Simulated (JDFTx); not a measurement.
Li3ClO:

```xyz
5
Lattice="3.9083 0.0000 0.0000 0.0000 3.9083 0.0000 0.0000 0.0000 3.9083" Properties=species:S:1:pos:R:3 pbc="T T T"
Cl    0.0000    0.0000    0.0000
O     1.9542    1.9542    1.9542
Li    1.9542    1.9542    0.0000
Li    1.9542    0.0000    1.9542
Li    0.0000    1.9542    1.9542
```

The cell comes from a database or a generator and needn't be the stable form of this composition.

| Item | Value |
| --- | --- |
| Program | JDFTx 1.7.0 (patched build) |
| Task | single point |
| Functional | PBEsol |
| Potentials or basis | PseudoDojo-SR-PBEsol-0.4.1-standard with smoothed tails |
| Cutoff | 1143 eV |
| Density cutoff | 9143 eV |
| k mesh | 7 × 7 × 7 |
| Occupations | fermi-dirac, width 0.05 eV |
| Spin | no spin polarisation |

On this cell: pressure -2.8 GPa; largest force zero by symmetry; band gap on the k mesh 4.64 eV, indirect (least direct gap 4.87 eV).

The same run follows on a disturbed copy (atoms moved at random, drawn with an rms of 0.05 Å):

```
Cl O Li
1.0
     3.90834    0.00000    0.00000
     0.00000    3.90834    0.00000
     0.00000    0.00000    3.90834
Cl O Li
1 1 3
Direct
  0.01285 0.00968 0.00348
  0.50297 0.50772 0.49848
  0.49611 0.49759 0.99103
  0.50207 0.00207 0.49335
  0.99412 0.49942 0.49476
```

Task: What changes?

Result: The energy moves by +1.5 meV/atom; pressure -2.7 GPa; largest force 0.161 eV/Å; band gap on the k mesh 4.64 eV, indirect (least direct gap 4.87 eV).

Forces in eV/Å, atoms in the order of the input:
```
Cl  -0.064  0.004 -0.029
O   -0.048 -0.119 -0.075
Li  -0.008  0.043  0.118
Li  -0.037  0.038 -0.003
Li   0.157  0.034 -0.010
```

Caveats: an odd mesh through Γ misses points on the zone boundary, where band edges often lie.
